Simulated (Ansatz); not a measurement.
# GeHBr: geometry and frequencies at several levels

The task, for GeHBr: geometry and frequencies at several levels.

Computed with Ansatz 0.2.0 (the levels named in each step, unless a step's input says otherwise).

## 1. The structure to begin with

Bond lengths: Ge1–Br2 2.321 Å, Ge1–H3 1.659 Å. Angles: Br2–Ge1–H3 92.5°.

As a file:

```xyz
3

Ge   -1.0436    0.6070   -0.0008
Br    0.9730   -0.5417    0.0006
H    -1.9272   -0.7974    0.0100
```

## 2. A rough first relaxation, PBE-D4/def2-SVP

input.yaml reads:

```yaml
crystal:
  periodic: [false, false, false]
  atoms:
    - { symbol: Ge, position_ang: [-1.0436, 0.60696, -0.00075] }
    - { symbol: Br, position_ang: [0.97304, -0.54173, 0.00055] }
    - { symbol: H, position_ang: [-1.92725, -0.79739, 0.01002] }
basis:
  gaussian: { orbitals: def2-SVP }
hamiltonian:
  xc: pbe
  dispersion: d4
relax:
  f_tol: 0.03
  max_steps: 200
```

The run is started by

```sh
> ansatz run input.yaml --threads 2 --pin off --max-ram 5120MiB --backend cpu --events-out ev --progress --plain --runs-dir out
```

Further steps of the session: Relaxation, PBE0-D4/def2-TZVPP; Frequencies, PBE0-D4/def2-TZVPP; Relaxation, PBE-D4/def2-TZVPP; Frequencies, PBE-D4/def2-TZVPP; Relaxation, r2SCAN-D4/def2-TZVPP; Frequencies, r2SCAN-D4/def2-TZVPP; Relaxation, B3LYP-D4/def2-TZVPP; Frequencies, B3LYP-D4/def2-TZVPP; Relaxation, B2PLYP/def2-TZVPP; Frequencies, B2PLYP/def2-TZVPP.

**Question.** What will these runs give? Wanted: Ge1–Br2 at B2PLYP/def2-TZVPP; frequencies at B2PLYP/def2-TZVPP.

The runs gave:

```
                        quantity             value
    Ge1–Br2 at B2PLYP/def2-TZVPP           2.349 Å
frequencies at B2PLYP/def2-TZVPP  289 to 1923 cm⁻¹
```

**Reading.** The Ge–Br distance spreads over 0.028 Å, from PBE0-D4/def2-TZVPP (shortest) to B3LYP-D4/def2-TZVPP. No mode is imaginary, so the geometry is a minimum.
